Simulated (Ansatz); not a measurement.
**Alloy of ZnO and CdO (9 of 48 Zn sites exchanged), 96 atoms**

Aim: relax the alloy cell and compare the gap by PBEsol and HSE06.

Method: density functional theory in Ansatz 0.2.0, PAW datasets, plane waves.

**1. The starting cell**

96 atoms (39 Zn, 9 Cd, 48 O); a = 9.914 Å, b = 11.448 Å, c = 10.598 Å, α = 90.00°, β = 90.00°, γ = 90.00°. All atoms were shaken off their sites by about 0.02 Å along each axis; atoms next to an added one may be pushed further to make room.

The runs, in order: (2) PBEsol cell relaxation at the single k point (¼, ¼, ¼), on 1 × NVIDIA H100 80GB HBM3 with 4 threads of AMD EPYC 7R13; (3) HSE06 single point at the single k point (¼, ¼, ¼), on 1 × NVIDIA H100 80GB HBM3 with 4 threads of AMD EPYC 7R13.

**2. PBEsol relaxation of the cell and the positions**

Input file in.yaml:

```yaml
crystal:
  lattice:
    - [9.913856, 0.000000, 0.000000]
    - [0.000000, 11.447535, 0.000000]
    - [0.000000, 0.000000, 10.598424]
  atoms:
    - { symbol: Zn, position: [0.166843, 0.081762, 0.248722] }
    - { symbol: Zn, position: [0.999645, 0.334127, 0.245829] }
    - { symbol: Zn, position: [0.999405, 0.332649, 0.747014] }
    - { symbol: Zn, position: [0.498534, 0.083777, 0.747868] }
    - { symbol: Zn, position: [0.334630, 0.333235, 0.244449] }
    - { symbol: Zn, position: [0.167817, 0.581756, 0.245016] }
    - { symbol: Zn, position: [0.997637, 0.838400, 0.249003] }
    - { symbol: Zn, position: [0.999875, 0.833635, 0.749536] }
    - { symbol: Zn, position: [0.829554, 0.083177, 0.247407] }
    - { symbol: Zn, position: [0.667536, 0.332041, 0.246484] }
    - { symbol: Zn, position: [0.666964, 0.333405, 0.748252] }
    - { symbol: Zn, position: [0.501487, 0.584139, 0.250666] }
    - { symbol: Zn, position: [0.500672, 0.585000, 0.747590] }
    - { symbol: Zn, position: [0.833211, 0.583619, 0.249929] }
    - { symbol: Zn, position: [0.665173, 0.832990, 0.248123] }
    - { symbol: Zn, position: [0.667485, 0.832159, 0.748983] }
    - { symbol: Zn, position: [0.999368, 0.165246, 0.499779] }
    - { symbol: Zn, position: [0.998517, 0.170476, 0.997385] }
    - { symbol: Zn, position: [0.332681, 0.164712, 0.500034] }
    - { symbol: Zn, position: [0.331589, 0.165243, 0.001122] }
    - { symbol: Zn, position: [0.169095, 0.420374, 0.499130] }
    - { symbol: Zn, position: [0.165155, 0.414599, 0.999836] }
    - { symbol: Zn, position: [0.993723, 0.667456, 0.498122] }
    - { symbol: Zn, position: [0.999918, 0.668463, 0.999630] }
    - { symbol: Zn, position: [0.663633, 0.167194, 0.498673] }
    - { symbol: Zn, position: [0.663871, 0.168670, 0.998930] }
    - { symbol: Zn, position: [0.496731, 0.417506, 0.499818] }
    - { symbol: Zn, position: [0.500561, 0.418637, 0.997076] }
    - { symbol: Zn, position: [0.333229, 0.668448, 0.498883] }
    - { symbol: Zn, position: [0.332819, 0.664182, 0.995510] }
    - { symbol: Zn, position: [0.169636, 0.914157, 0.498420] }
    - { symbol: Zn, position: [0.164130, 0.917090, 0.999961] }
    - { symbol: Zn, position: [0.833345, 0.417213, 0.500351] }
    - { symbol: Zn, position: [0.835379, 0.415772, 0.997100] }
    - { symbol: Zn, position: [0.666587, 0.665487, 0.997997] }
    - { symbol: Zn, position: [0.498986, 0.914342, 0.501718] }
    - { symbol: Zn, position: [0.499033, 0.914954, 0.998257] }
    - { symbol: Zn, position: [0.831518, 0.915919, 0.498018] }
    - { symbol: Zn, position: [0.837343, 0.914726, 0.998119] }
    - { symbol: Cd, position: [0.163681, 0.083076, 0.749778] }
    - { symbol: Cd, position: [0.498262, 0.084753, 0.249693] }
    - { symbol: Cd, position: [0.333800, 0.333083, 0.749180] }
    - { symbol: Cd, position: [0.168414, 0.585048, 0.748376] }
    - { symbol: Cd, position: [0.834691, 0.084827, 0.749802] }
    - { symbol: Cd, position: [0.334562, 0.835381, 0.247757] }
    - { symbol: Cd, position: [0.334345, 0.835461, 0.745269] }
    - { symbol: Cd, position: [0.831889, 0.583620, 0.751635] }
    - { symbol: Cd, position: [0.665353, 0.668088, 0.498909] }
    - { symbol: O, position: [0.001032, 0.167561, 0.192154] }
    - { symbol: O, position: [0.001428, 0.168334, 0.690827] }
    - { symbol: O, position: [0.331794, 0.165983, 0.189478] }
    - { symbol: O, position: [0.333943, 0.167052, 0.689217] }
    - { symbol: O, position: [0.165229, 0.418012, 0.189173] }
    - { symbol: O, position: [0.169025, 0.416406, 0.691346] }
    - { symbol: O, position: [0.995405, 0.661725, 0.184649] }
    - { symbol: O, position: [0.996954, 0.668647, 0.686837] }
    - { symbol: O, position: [0.667640, 0.166306, 0.188979] }
    - { symbol: O, position: [0.668564, 0.165364, 0.689526] }
    - { symbol: O, position: [0.499678, 0.417704, 0.191146] }
    - { symbol: O, position: [0.499110, 0.419955, 0.689006] }
    - { symbol: O, position: [0.335864, 0.671113, 0.187443] }
    - { symbol: O, position: [0.335472, 0.664370, 0.687016] }
    - { symbol: O, position: [0.167260, 0.917046, 0.187096] }
    - { symbol: O, position: [0.170381, 0.916853, 0.689564] }
    - { symbol: O, position: [0.835268, 0.416747, 0.189974] }
    - { symbol: O, position: [0.832890, 0.415263, 0.690794] }
    - { symbol: O, position: [0.668057, 0.666842, 0.190137] }
    - { symbol: O, position: [0.666334, 0.665102, 0.688553] }
    - { symbol: O, position: [0.500734, 0.915234, 0.186242] }
    - { symbol: O, position: [0.499741, 0.916638, 0.684929] }
    - { symbol: O, position: [0.835010, 0.916054, 0.190250] }
    - { symbol: O, position: [0.834767, 0.914681, 0.685867] }
    - { symbol: O, position: [0.169233, 0.085561, 0.444220] }
    - { symbol: O, position: [0.165590, 0.081649, 0.934933] }
    - { symbol: O, position: [0.001927, 0.334142, 0.441159] }
    - { symbol: O, position: [0.003630, 0.333846, 0.938102] }
    - { symbol: O, position: [0.500205, 0.083289, 0.439511] }
    - { symbol: O, position: [0.498489, 0.084985, 0.939305] }
    - { symbol: O, position: [0.333833, 0.332947, 0.438774] }
    - { symbol: O, position: [0.332629, 0.332805, 0.941184] }
    - { symbol: O, position: [0.167132, 0.578322, 0.437210] }
    - { symbol: O, position: [0.167055, 0.588350, 0.937495] }
    - { symbol: O, position: [0.998359, 0.835316, 0.440431] }
    - { symbol: O, position: [0.001611, 0.835120, 0.944229] }
    - { symbol: O, position: [0.834360, 0.084301, 0.439235] }
    - { symbol: O, position: [0.833149, 0.086253, 0.938551] }
    - { symbol: O, position: [0.667297, 0.332303, 0.439885] }
    - { symbol: O, position: [0.667189, 0.329928, 0.938260] }
    - { symbol: O, position: [0.497329, 0.584155, 0.436533] }
    - { symbol: O, position: [0.502037, 0.583144, 0.940241] }
    - { symbol: O, position: [0.332880, 0.833110, 0.436349] }
    - { symbol: O, position: [0.337836, 0.832294, 0.941509] }
    - { symbol: O, position: [0.833769, 0.584978, 0.439157] }
    - { symbol: O, position: [0.834053, 0.584543, 0.940584] }
    - { symbol: O, position: [0.665389, 0.835102, 0.439145] }
    - { symbol: O, position: [0.663863, 0.829347, 0.936075] }
  symmetry: { detect: false }
kpoints:
  mp_grid: { grid: [1, 1, 1], shift: [0.25, 0.25, 0.25] }
hamiltonian:
  xc: pbesol
scf:
  occupations: { method: fermi_dirac, width: 0.01 }
relax:
  f_tol: 0.03
  max_steps: 80
  escape_saddle: false
  adjacent_minimum: "off"
  cell: { fix: [alpha, beta, gamma] }
output:
  forces: true
  eigenvalues: true
  populations: true
  write_density: true
  write_potential: true
  elf: true
  volumetric_format: npy
```

Launch:

```bash
$ ansatz run in.yaml --threads 4 --pin off --max-ram 42750MiB --runs-dir r --events-out ev --progress --plain --backend cuda --devices 0, --max-vram 37GiB
```

The program printed:

```text
Pseudopotentials: kind: paw
Functional definition: PBEsol
  exchange = pbesol_x
  correlation = pbesol_c
Crystal: 96 atoms, lattice volume = 1202.807 Å³
Basis set: ecut = 420 eV, 23497 PW (Γ), exchange–correlation on 144×160×144 points (8 copies of the dense FFT grid, shifted against one another)
Bands: 564, of which v1, the nominal top of the filled ones, is band 468 counted from 1 (467 counted from 0)
Symmetry: 1 space group operations
k-points: 1
Non-local potential: Zn, projectors of the file, l = 0: 2, l = 1: 2, l = 2: 3, l = 3: 1
Non-local potential: Cd, projectors of the file, l = 0: 3, l = 1: 2, l = 2: 2, l = 3: 1
Non-local potential: O, projectors of the file, l = 0: 2, l = 1: 2, l = 2: 1
PAW form: soft (Blöchl's): semilocal exchange-correlation on the pseudo side does not see the compensation charge
PAW frozen core: Zn, regenerated for the run's functional, and the local potential with it (the file was generated under x = pbe(κ = 0.804, μ = 0.2195149727645171), c = pbe(β = 0.06672455060314922))
PAW frozen core: Cd, regenerated for the run's functional, and the local potential with it (the file was generated under x = pbe(κ = 0.804, μ = 0.2195149727645171), c = pbe(β = 0.06672455060314922))
PAW frozen core: O, regenerated for the run's functional, and the local potential with it (the file was generated under x = pbe(κ = 0.804, μ = 0.2195149727645171), c = pbe(β = 0.06672455060314922))
PAW one-centre angular grid: Zn, 590 points (default); XC on 64 Gauss nodes
PAW one-centre angular grid: Cd, 590 points (default); XC on 64 Gauss nodes
PAW one-centre angular grid: O, 110 points (default); XC on 64 Gauss nodes
Initial density: superposition of atomic densities (neutral atoms: chi_scale 0, normalization atom), corrected by the library's trained network
Initial wavefunctions: pseudopotential atomic-orbital guess
Functional: x = pbesol(κ = 0.804, μ = 0.12345679012345678), c = pbesol(β = 0.046)
SCF iter   1: F=—  HF=-228533.860160 eV  |F-HF|=—  |Δ(HF+E_count)|=         —  Δρ=1.52e-2  dr2=2.30e0  ethr=1.77e-3  ⟨swp⟩=6.0  Hψ=1976  notcnv=0  defer=1
preconditioner: auto → Resta (q_TF=auto, 2.617 Å⁻¹)  ε∞=7.5  [insulator: Δε(μ)=1.314 eV  Ē_g=12.371 eV  σ=0.010 eV  W_gap=1.00  n_scr=376 (ndim 8)  ℏωp=31.5 eV  f_vac=0.049  D(μ)=0.00/eV (n_scr^D=0)  ε∞_Penn≈7.5]
SCF iter   2: F=—  HF=-228533.277838 eV  |F-HF|=—  |Δ(HF+E_count)|=   5.82e-1  Δρ=2.37e-3  dr2=3.54e-2  ethr=2.46e-4  ⟨swp⟩=3.0  Hψ=1054  notcnv=0  defer=92
SCF iter   3: F=—  HF=-228533.281513 eV  |F-HF|=—  |Δ(HF+E_count)|=   3.68e-3  Δρ=1.15e-3  dr2=1.31e-2  ethr=3.79e-6  ⟨swp⟩=2.0  Hψ=867  notcnv=0  defer=92
SCF iter   4: F=—  HF=-228533.288497 eV  |F-HF|=—  |Δ(HF+E_count)|=   6.98e-3  Δρ=8.17e-4  dr2=6.87e-3  ethr=1.40e-6  ⟨swp⟩=2.0  Hψ=861  notcnv=0  defer=92
SCF iter   5: F=—  HF=-228533.293255 eV  |F-HF|=—  |Δ(HF+E_count)|=   4.76e-3  Δρ=1.92e-4  dr2=5.31e-4  ethr=7.34e-7  ⟨swp⟩=2.0  Hψ=858  notcnv=0  defer=92
SCF iter   6: F=—  HF=-228533.275899 eV  |F-HF|=—  |Δ(HF+E_count)|=   1.74e-2  Δρ=6.88e-5  dr2=7.30e-5  ethr=5.68e-8  ⟨swp⟩=2.0  Hψ=931  notcnv=0  defer=92
SCF iter   7: F=—  HF=-228533.285296 eV  |F-HF|=—  |Δ(HF+E_count)|=   9.40e-3  Δρ=4.13e-5  dr2=1.41e-5  ethr=7.80e-9  ⟨swp⟩=2.0  Hψ=904  notcnv=0  defer=92
SCF iter   8: F=—  HF=-228533.285294 eV  |F-HF|=—  |Δ(HF+E_count)|=   2.13e-6  Δρ=1.20e-5  dr2=1.36e-6  ethr=1.51e-9  ⟨swp⟩=2.0  Hψ=904  notcnv=0  defer=92
SCF iter   9: F=—  HF=-228533.285296 eV  |F-HF|=—  |Δ(HF+E_count)|=   2.15e-6  Δρ=5.06e-6  dr2=3.20e-7  ethr=1.45e-10  ⟨swp⟩=2.0  Hψ=939  notcnv=0  defer=92
SCF iter  10: F=—  HF=-228533.285296 eV  |F-HF|=—  |Δ(HF+E_count)|=   1.80e-7  Δρ=4.75e-6  dr2=2.28e-7  ethr=1.07e-11  ⟨swp⟩=16.0  Hψ=6556  notcnv=0
SCF iter  11: F=-228533.285296 eV  HF=-228533.285296 eV  |F-HF|=4.25e-9  |Δ(HF+E_count)|=   4.48e-8  Δρ=9.33e-7  dr2=8.92e-9  ethr=1.07e-11  ⟨swp⟩=5.0  Hψ=3341  notcnv=0
SCF 1 converged in 11 iterations: F = -228533.285296 eV  dr2 = 8.92e-9
relax step   1: F+E_penalty+E_count = -228533.28529591 eV  Δ(F+E_penalty+E_count) = +0.000e0 eV  max|allowed force component| = 3.898e0 eV/Å  Δτ_max = 0.0000 Å  P = +2.631 GPa  Ω = 1202.807 Å³  fix = [alpha, beta, gamma]  reactions: alpha +0.235, beta -0.160, gamma +0.169 GPa/rad  (11 SCF iters, dr2 threshold 1.00e-7 eV, accepted)
[... 13 lines left out ...]
relax step   2: F+E_penalty+E_count = -228539.62621744 eV  Δ(F+E_penalty+E_count) = -6.341e0 eV  max|allowed force component| = 1.233e0 eV/Å  Δτ_max = 0.1509 Å  P = -1.145 GPa  Ω = 1215.526 Å³  energy of the carried Pulay correction = -5.353e-2 eV  fix = [alpha, beta, gamma]  reactions: alpha +0.055, beta -0.089, gamma +0.057 GPa/rad  (8 SCF iters, dr2 threshold 9.60e-6 eV, accepted)
[... 3 lines left out ...]
relax step   3: F+E_penalty+E_count = -228540.97356686 eV  Δ(F+E_penalty+E_count) = -1.347e0 eV  max|allowed force component| = 2.024e-1 eV/Å  Δτ_max = 0.1149 Å  P = +0.369 GPa  Ω = 1196.742 Å³  energy of the carried Pulay correction = +2.572e-2 eV  fix = [alpha, beta, gamma]  reactions: alpha +0.005, beta +0.057, gamma +0.073 GPa/rad  (8 SCF iters, dr2 threshold 9.60e-6 eV, accepted)
[... 3 lines left out ...]
relax step   4: F+E_penalty+E_count = -228540.98958105 eV  Δ(F+E_penalty+E_count) = -1.601e-2 eV  max|allowed force component| = 3.063e-2 eV/Å  Δτ_max = 0.0368 Å  P = +0.018 GPa  Ω = 1199.226 Å³  energy of the carried Pulay correction = +1.517e-2 eV  fix = [alpha, beta, gamma]  reactions: alpha -0.005, beta +0.085, gamma +0.070 GPa/rad  (7 SCF iters, dr2 threshold 2.56e-6 eV, accepted)
[... 11 lines left out ...]
relax step   5: F+E_penalty+E_count = -228540.98969780 eV  Δ(F+E_penalty+E_count) = -1.168e-4 eV  max|allowed force component| = 2.442e-3 eV/Å  Δτ_max = 0.0058 Å  P = -0.001 GPa  Ω = 1199.403 Å³  energy of the carried Pulay correction = +1.442e-2 eV  fix = [alpha, beta, gamma]  reactions: alpha -0.006, beta +0.083, gamma +0.069 GPa/rad  (7 SCF iters, dr2 threshold 5.87e-8 eV, accepted)
[... 9 lines left out ...]
relax step   6: F+E_penalty+E_count = -228540.98062858 eV  Δ(F+E_penalty+E_count) = +9.069e-3 eV  max|allowed force component| = 2.465e-3 eV/Å  Δτ_max = 0.0000 Å  P = -0.017 GPa  Ω = 1199.403 Å³  fix = [alpha, beta, gamma]  reactions: alpha -0.003, beta +0.079, gamma +0.068 GPa/rad  stress off target by 3.72e-2 GPa on what of the cell is left free  SCF on the basis re-selected at this cell (its en [...]
SCF converged after 6 iterations
Free energy (F): -228540.980629 eV
Harris-Foulkes:  -228540.980629 eV  (|F-HF|=2.33e-10)
Internal energy: -228540.980629 eV  (E = F + TS)
E sigma→0 (E₀):  -228540.980629 eV
Fermi energy:    8.378349 eV
--- Per-component energies (eV) ---
  E_band       = -2674.460557
  E_kinetic    = 18013.844109
  E_local      = -110535.180991  (includes V_loc(G=0)·N_el)
  E_nonlocal   = 26871.530975
  E_hartree    = 46868.236642
  E_xc         = -10318.696406
  E_vxc        = -8465.163310  (∫ρ·V_xc dr)
  E_paw        = -113448.952705  (= ΣΔE_a)
  E_vpaw       = -22296.069675  (= ΣTr[D̂ρ^β])
  E_aug_tail   = 0.102575  (compensation charges beyond the density's cutoff)
  E_ewald      = -86027.733126
  E_core_change = 35.868299  (= ΣΔE_core)
  E_smearing   = -0.000000  (= −TS)
  E_closure    = 0.000000  (closes the sum)
  Σ components = -228540.980629   (vs F -228540.980629, Δ=0.00e0)
--- Forces (eV/Å), atoms counted from 1 ---
  atom   1  Zn     0.00022962    -0.00059742    -0.00183920
  atom   2  Zn    -0.00033766     0.00054162    -0.00097365
[... 6 atoms left out ...]
  atom   9  Zn    -0.00108836    -0.00177717    -0.00113449
[... 2 atoms left out ...]
  atom  12  Zn     0.00219029    -0.00047373    -0.00119892
[... 2 atoms left out ...]
  atom  15  Zn     0.00246496    -0.00023089    -0.00011762
[... 10 atoms left out ...]
  atom  26  Zn     0.00169095    -0.00072412     0.00123049
[... 9 atoms left out ...]
  atom  36  Zn     0.00228720     0.00004951    -0.00053900
[... 6 atoms left out ...]
  atom  43  Cd    -0.00213997     0.00044412     0.00157766
[... 39 atoms left out ...]
  atom  83  O      0.00166786    -0.00062758     0.00182308
[... 5 atoms left out ...]
  atom  89  O     -0.00182381    -0.00027706     0.00157180
[... 7 atoms left out ...]
  max |Σ_I F_I| component: 2.86e-5 eV/Å
--- Stress (GPa, compression-positive) ---
       -0.036445      -0.067782      -0.079207
       -0.067782      -0.037196       0.002663
       -0.079207       0.002663       0.023074
  P = ⅓ Tr σ = -0.0169 GPa (-0.169 kbar)
--- Band table (eV) ---
  k-point 0: bands = [... 456 lower levels ..., "7.1055", "7.1272", "7.1637", "7.2190", "7.2853", "7.3216", "7.3556", "7.3809", "7.4240", "7.4393", "7.5563", "7.6674", "9.0893", "10.0998", "10.2794", "10.4037", "10.9625", "11.1195", "11.2690", "11.4588", "11.6864", "11.7310", "11.9689", "12.0726", ... 84 higher levels ...]
--- Relaxed structure (5 steps of the walk, 5 accepted, 1 SCFs on fresh bases) ---
  F+E_penalty+E_count = -228540.98062858 eV   max|allowed force component| = 2.465e-3 eV/Å   (the final SCF, on the basis selected at the relaxed cell)
  cell:  # Å, volume = 1199.4026 Å³
    - [9.88486207049565, 6.459364928452033e-144, 8.691931703955383e-144]
    - [7.458632251288213e-144, 11.406107321691916, 1.333543014896981e-143]
    - [9.292123829271036e-144, 1.2346286160397432e-143, 10.637925030641028]
  atoms:
    - { symbol: Zn, position: [0.16127251444480983, 0.08659952717143779, 0.24889184653520094] }
    - { symbol: Zn, position: [0.9976575467218053, 0.3340489445779129, 0.2473880933948213] }
[... 94 atoms left out; the next input holds them all, rounded ...]
--- Löwdin populations: 96 sites ---
  site symbol       q [e]
     0     Zn     10.5800
     1     Zn     10.5782
[... 94 atoms left out ...]
  spilling = 0.009529 (of n_electrons = 936.000000)
```

Wall time 12 s (1 × NVIDIA H100 80GB HBM3 with 4 threads of AMD EPYC 7R13, shared host); peak host memory 1.4 GiB.

The walk (solves on a freshly chosen basis count as rows, and their energies jump a little):

```csv
accepted step,energy change (eV),largest force component (eV/Å),SCF cycles,pressure (GPa)
1,0.000,3.898,11,2.63
2,-6.341,1.233,8,-1.15
3,-7.688,0.202,8,0.37
4,-7.704,0.031,7,0.02
5,-7.704,0.002,7,0.00
6,-7.695,0.002,6,-0.02
```

Largest shifts, less the median shift:

```csv
atom,shift (Å),dx,dy,dz
O54,0.261,-0.163,-0.097,-0.178
O91,0.248,0.032,0.006,0.246
O61,0.247,-0.025,-0.245,-0.002
O74,0.240,-0.002,0.027,0.239
O64,0.235,-0.189,-0.094,-0.102
O82,0.219,-0.030,-0.067,0.207
O60,0.216,0.183,0.067,-0.094
O70,0.216,0.175,0.112,0.059
```

|  | before | after | change |
| --- | --- | --- | --- |
| a (Å) | 9.914 | 9.885 | -0.29 % |
| b (Å) | 11.448 | 11.406 | -0.36 % |
| c (Å) | 10.598 | 10.638 | +0.37 % |
| volume (Å³/atom) | 12.529 | 12.494 | -0.28 % |

Bonds in the relaxed cell, counted within a distance cut:

```csv
pair,count,mean (Å),spread (Å),least,most
Cd–O,36,2.164,0.017,2.139,2.219
O–Zn,156,1.978,0.018,1.929,2.016
```

At the single k point (¼, ¼, ¼) the filled levels end at 7.667 eV and the empty ones begin at 9.089 eV, a spacing of 1.42 eV. This point lies off Γ, so the spacing can exceed the gap by much.

Density in a lattice plane of the grid's cell (edges 11.41 and 10.64 Å, at 0.152 of the third edge), which holds Zn and Cd and O.

Ten even steps from ' ' (0.02 e/Å³) to '@' (35.86 e/Å³):
```
    ..                      ..                  
                                                
                                                
  ..==::                  ::==..                
  ..==..                  ..==..                
                  ....                    ....  
                                                
                                                
                  ..%%..                  ..@@..
    ..              ..      ..                  
                                                
                                                
    --                      --                  
    ==              ..      ==              ..  
                    ..                      ..  
                                                
                                                
                  ..@@..                  ..@@..
```
Columns run along the first of these edges and rows up along the second, over one cell in 24 and 18 even steps from the bottom left corner. Atoms in the plane (fractional): Zn at (0.09, 0.25), Zn at (0.58, 0.25), Zn at (0.42, 0.49), Zn at (0.41, 0.01), Zn at (0.92, 0.50), Zn at (0.92, 0.00), Cd at (0.08, 0.75), Cd at (0.58, 0.75), O at (0.42, 0.19), O at (0.41, 0.67), O at (0.92, 0.19), O at (0.91, 0.68), O at (0.08, 0.44), O at (0.08, 0.96), O at (0.58, 0.44), O at (0.58, 0.96).

ELF in the same plane.

Ten even steps from ' ' (0.00) to '@' (0.82):
```
==@@++@@**..    ........++@@++@@**..    ........
--##@@##--        ......--##@@##--        ......
..::--::..              ..::--::..              
::**@@**--..    ..--==::::**@@**--..    ..==++::
..**%%**::..  ..**@@@@%%..**%%**::..  ..**@@@@%%
--::--::..    ..%%%%==@@--::--::..    ..%%@@++@@
::              ++@@@@##::              ==%%@@**
........        ................        ........
..%%@@%%--      ::      ..%%@@%%--      ::      
==@@++@@**..    ....  ..==@@++@@**..    ....  ..
==@@@@@@==        ......==@@@@@@++        ......
..........              ....::....              
..      ::      ::++##==..    ..::      ..==**++
--      ..    ..**@@%%@@::      ..      ==@@%%@@
##..::....      **@@##@@++..::....      ++@@**@@
::              ::==**==..              ::++##**
..--++--..      ....  ....--++--..      ....  ..
::@@@@@@++..  ..::      ::@@@@@@++..    ::      
```
Columns run along the first of these edges and rows up along the second, over one cell in 24 and 18 even steps from the bottom left corner. Atoms in the plane (fractional): Zn at (0.09, 0.25), Zn at (0.58, 0.25), Zn at (0.42, 0.49), Zn at (0.41, 0.01), Zn at (0.92, 0.50), Zn at (0.92, 0.00), Cd at (0.08, 0.75), Cd at (0.58, 0.75), O at (0.42, 0.19), O at (0.41, 0.67), O at (0.92, 0.19), O at (0.91, 0.68), O at (0.08, 0.44), O at (0.08, 0.96), O at (0.58, 0.44), O at (0.58, 0.96).

Both are smooth fields of the valence electrons: close to the nuclei they are not physical.

Outside the cores ELF peaks at 0.84 in the shell around O, 0.6 Å from O.

[end of part 1 of 2]
